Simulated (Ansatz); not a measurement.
# CH₆FNOSi: up Jacob's ladder to CCSD(T)

An exercise on one series of results from a longer session: the logs are not shown, and one member is left open.

Method: functionals in def2-TZVPP, the program's frozen cores in correlated methods; program: Ansatz 0.2.0, Gaussian basis.

The runs, in order: PBE-D4, r2SCAN-D4, PBE0-D4, B3LYP-D4, ωB97X-V, ωB97M-V, B2PLYP; CCSD(T)/def2-TZVPP; MP2/def2-QZVPP; extrapolation to the limit.

## The relaxed structure

An earlier PBE0-D4 in a triple-zeta def2 set relaxation fixed the geometry.

SMILES `N[SiH2]C(O)F`, 11 atoms, charge 0, spin multiplicity 1.

Atoms are counted from 1 here; the program's logs count them from 0.

Bond lengths: N1–Si2 1.730 Å, N1–H6 1.009 Å, N1–H7 1.007 Å, Si2–C3 1.910 Å, Si2–H8 1.485 Å, Si2–H9 1.487 Å, C3–O4 1.373 Å, C3–F5 1.408 Å, C3–H10 1.093 Å, O4–H11 0.970 Å. Angles: Si2–N1–H6 119.4°, Si2–N1–H7 119.1°, H6–N1–H7 110.4°, N1–Si2–C3 102.8°, N1–Si2–H8 107.0°, N1–Si2–H9 115.2°, C3–Si2–H8 110.5°, C3–Si2–H9 110.4°, H8–Si2–H9 110.6°, Si2–C3–O4 110.0°, Si2–C3–F5 106.8°, Si2–C3–H10 116.5°, O4–C3–F5 109.9°, O4–C3–H10 107.6°, F5–C3–H10 105.9°, C3–O4–H11 107.3°.

As a file:

```
N    -1.4508    0.0968    0.5001
Si    0.0591   -0.7447    0.5681
C     1.1722    0.2915   -0.5870
O     0.4597    0.6915   -1.6907
F     1.5873    1.4172    0.1498
H    -1.5853    0.9182    1.0699
H    -2.3053   -0.4333    0.4410
H    -0.1699   -2.0954   -0.0046
H     0.6669   -0.8468    1.9209
H     2.0879   -0.1891   -0.9406
H    -0.4563    0.8371   -1.4063
```

The first run:

Contents of in.yaml:

```yaml
crystal:
  periodic: [false, false, false]
  atoms:
    - {symbol: N, position_ang: [-1.450825, 0.096787, 0.500116]}
    - {symbol: Si, position_ang: [0.059124, -0.744696, 0.568143]}
    - {symbol: C, position_ang: [1.172169, 0.291473, -0.586962]}
    - {symbol: O, position_ang: [0.459720, 0.691460, -1.690730]}
    - {symbol: F, position_ang: [1.587257, 1.417220, 0.149775]}
    - {symbol: H, position_ang: [-1.585284, 0.918195, 1.069905]}
    - {symbol: H, position_ang: [-2.305270, -0.433329, 0.440952]}
    - {symbol: H, position_ang: [-0.169916, -2.095410, -0.004606]}
    - {symbol: H, position_ang: [0.666921, -0.846751, 1.920910]}
    - {symbol: H, position_ang: [2.087910, -0.189100, -0.940595]}
    - {symbol: H, position_ang: [-0.456304, 0.837051, -1.406308]}
basis:
  gaussian: {orbitals: def2-TZVPP}
hamiltonian: {xc: pbe, dispersion: d4}
output: {forces: true, orbitals: {seedname: orbitals}}
```

Run with:

```sh
$ ansatz run in.yaml --threads 4 --pin off --events-out ev --progress --plain --max-ram 10444MiB
```

Among the steps run: PBE-D4 (GGA); r2SCAN-D4 (meta-GGA); PBE0-D4 (hybrid); B3LYP-D4 (hybrid); ωB97X-V (range-separated); ωB97M-V (range-separated); B2PLYP (double hybrid); CCSD(T) in def2-TZVPP; MP2 in def2-QZVPP.

One table of the session follows, with a row left open; its other results are not shown here.

```
            method  atomisation energy (kJ/mol)
            PBE-D4                       3973.5
         r2SCAN-D4                       3886.9
           PBE0-D4                       3874.2
          B3LYP-D4                       3891.5
           ωB97X-V                       3912.6
           ωB97M-V                       3909.9
            B2PLYP                       3845.2
     HF/def2-TZVPP                       2682.4
    MP2/def2-TZVPP                       3844.2
   CCSD/def2-TZVPP                       3713.0
CCSD(T)/def2-TZVPP                            ?
           MP2/CBS                       3966.6
       CCSD(T)/CBS                       3897.8
```

**Question.** Estimate the row for CCSD(T)/def2-TZVPP.

As computed: atomisation energy (kJ/mol): 3775.4. In the column «atomisation energy (kJ/mol)» it lies between CCSD/def2-TZVPP (3713.0) and MP2/def2-TZVPP (3844.2).
